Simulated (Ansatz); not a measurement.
**K2ScTlF6: densities and their differences**

For K2ScTlF6 at its listed geometry, this session asks how the density differs from that of free atoms, which states sit where, how compression changes the bonding charge, where an added electron goes and how the density follows a moved atom.

Method: DFT LDA, scalar-relativistic, plane waves, PAW, in Ansatz 0.2.0.

**1. Starting point**

It takes space group Fm-3m (No. 225, cubic). The conventional cell has a = 9.347 Å, b = 9.347 Å, c = 9.347 Å, α = 90.00°, β = 90.00°, γ = 90.00°. Around K (site symmetry -43m) lie 12 F at 3.32 Å. Sc (site symmetry m-3m) is surrounded by 6 F at 2.03 Å. Tl (site symmetry m-3m) has 6 F at 2.64 Å as nearest neighbours. F (site symmetry 4mm) is surrounded by 1 Sc at 2.03 Å and 1 Tl at 2.64 Å.

Coordinates:

```cif
data_structure
_symmetry_space_group_name_H-M 'Fm-3m'
_symmetry_Int_Tables_number 225
_cell_length_a 9.3473
_cell_length_b 9.3473
_cell_length_c 9.3473
_cell_angle_alpha 90.000
_cell_angle_beta 90.000
_cell_angle_gamma 90.000
_cell_volume 816.69
loop_
_atom_site_label
_atom_site_type_symbol
_atom_site_symmetry_multiplicity
_atom_site_Wyckoff_symbol
_atom_site_fract_x
_atom_site_fract_y
_atom_site_fract_z
_atom_site_occupancy
K1 K 8 c 0.25000 0.25000 0.75000 1
Sc1 Sc 4 a 0.00000 0.00000 0.00000 1
Tl1 Tl 4 b 0.50000 0.00000 0.00000 1
F1 F 24 e 0.21740 0.00000 0.00000 1
```

The structure comes from the Materials Project (structure only).

**2. Self-consistent density**

File input.yaml:

```yaml
crystal:
  lattice:
    - [0.0, 4.673641, 4.673641]
    - [4.673641, 0.0, 4.673641]
    - [4.673641, 4.673641, 0.0]
  atoms:
    - { symbol: K, position: [0.75, 0.75, 0.75] }
    - { symbol: K, position: [0.25, 0.25, 0.25] }
    - { symbol: Sc, position: [0.0, 0.0, 0.0] }
    - { symbol: Tl, position: [0.5, 0.5, 0.5] }
    - { symbol: F, position: [0.7826, 0.2174, 0.2174] }
    - { symbol: F, position: [0.2174, 0.2174, 0.7826] }
    - { symbol: F, position: [0.2174, 0.7826, 0.7826] }
    - { symbol: F, position: [0.2174, 0.7826, 0.2174] }
    - { symbol: F, position: [0.7826, 0.2174, 0.7826] }
    - { symbol: F, position: [0.7826, 0.7826, 0.2174] }
basis:
  ecutwfc: 420
  fft_grid_basis: typed
kpoints:
  mp_grid: { grid: [6, 6, 6] }
hamiltonian:
  xc: lda
  pseudopotentials: { kind: paw }
scf:
  occupations: { method: gaussian, width: 0.05 }
output:
  forces: true
  stress: true
  eigenvalues: true
  bader: true
  write_density: true
  volumetric_format: npy
  elf: true
```

Run with:

```sh
$ ansatz run input.yaml --threads 2 --pin off --max-ram 4096MiB --backend cpu --events-out ev --progress --plain --runs-dir out
```

**4. Densities by energy window**

The windows are set from the levels of the base run, in eV from its Fermi level.

input.yaml: that of step 2 with these lines changed.

```diff
@@ -26,9 +26,26 @@
   occupations: { method: gaussian, width: 0.05 }
+  n_extra_bands: 10
 output:
   forces: true
-  stress: true
+  stress: false
   eigenvalues: true
-  bader: true
-  write_density: true
+  bader: false
+  write_density: false
   volumetric_format: npy
-  elf: true
+  band_densities:
+    - { e_range: [-2.84, -2.23] }
+    - { e_range: [2.23, 2.84] }
+    - { e_range: [-5.98, -3.96] }
+    - { e_range: [-7.18, -6.65] }
+    - { e_range: [-10.72, -10.62] }
+  dos:
+    e_range: [-30, 8]
+    de: 0.02
+    method: { smearing: { sigma: 0.03, scheme: gaussian } }
+    projected: { site_lists: { F: [F], K: [K], Sc: [Sc], Tl: [Tl] } }
+checkpoint:
+  read: start.run
+  write: ck
+  compress: false
+  write_wavefunctions: false
+  write_every: 100000
```

**5. The cell at 94 % of its volume**

Fractional coordinates and the k mesh are kept.

input.yaml: that of step 2 with these lines changed.

```diff
@@ -2,5 +2,5 @@
   lattice:
-    - [0.0, 4.673641, 4.673641]
-    - [4.673641, 0.0, 4.673641]
-    - [4.673641, 4.673641, 0.0]
+    - [0.0, 4.5782338007, 4.5782338007]
+    - [4.5782338007, 0.0, 4.5782338007]
+    - [4.5782338007, 4.5782338007, 0.0]
   atoms:
```

**6. Adding 0.25 electron a cell**

A uniform background keeps the cell neutral, and the atoms stay fixed.

input.yaml: that of step 2 with these lines changed.

```diff
@@ -16,2 +16,3 @@
     - { symbol: F, position: [0.7826, 0.7826, 0.2174] }
+total_charge: -0.25
 basis:
@@ -33,2 +34 @@
   volumetric_format: npy
-  elf: true
```

**7. Moving F5 by 0.10 Å**

The shift is (0.000, 0.100, 0.000) Å; all periodic copies of the atom move with it.

input.yaml: that of step 2 with these lines changed.

```diff
@@ -10,3 +10,3 @@
     - { symbol: Tl, position: [0.5, 0.5, 0.5] }
-    - { symbol: F, position: [0.7826, 0.2174, 0.2174] }
+    - { symbol: F, position: [0.7932982971, 0.2067017029, 0.2280982971] }
     - { symbol: F, position: [0.2174, 0.2174, 0.7826] }
@@ -33,2 +33 @@
   volumetric_format: npy
-  elf: true
```

(Steps that only read results are left out.)

Before running it: what results should come out? Wanted: gap on the mesh; pressure; Bader charges; the top of the valence band; the bottom of the conduction band; at 94 % volume; stiffness against the shift of F5.

**Answer**, as computed:

| quantity | value |
| --- | --- |
| gap on the mesh | 4.48 eV |
| pressure | -4.7 GPa |
| Bader charges | K +0.92, Sc +2.13, Tl +0.85, F -0.80 e |
| the top of the valence band | Tl 6s (50 %) and F 2p (40 %) |
| the bottom of the conduction band | Tl 6p (45 %) and K 4s (30 %) |
| at 94 % volume | -2.2 GPa, gap 4.39 eV, Bader K +0.91, Sc +2.12, Tl +0.85, F -0.80 e |
| stiffness against the shift of F5 | 0.9 eV/Å² |

In words: F–Sc (2.03 Å): Δρ is +0.07 e/Å³ at the midpoint. F–Tl (2.64 Å): Δρ is −0.008 e/Å³ at the midpoint: little charge gathers at the midpoint. F–Sc goes from 2.03 to 1.99 Å with the volume, and the deformation density at its midpoint from +0.07 to +0.08 e/Å³. In space (atomic cells sized by Bader volumes, not orbital character) the change of density that the added electron brings, screening included, divides as F about 45 %, K about 30 %, Tl about 20 % and Sc little; this need not match the band edge's orbital character. These runs have no spin-orbit coupling; with Tl it would split and shift bands.

The gaps are Kohn-Sham values of a semilocal functional, not quasiparticle or optical gaps. Such gaps usually fall short of the measured ones; spin-orbit coupling, left out here, narrows gaps with Tl, so the two errors partly cancel.
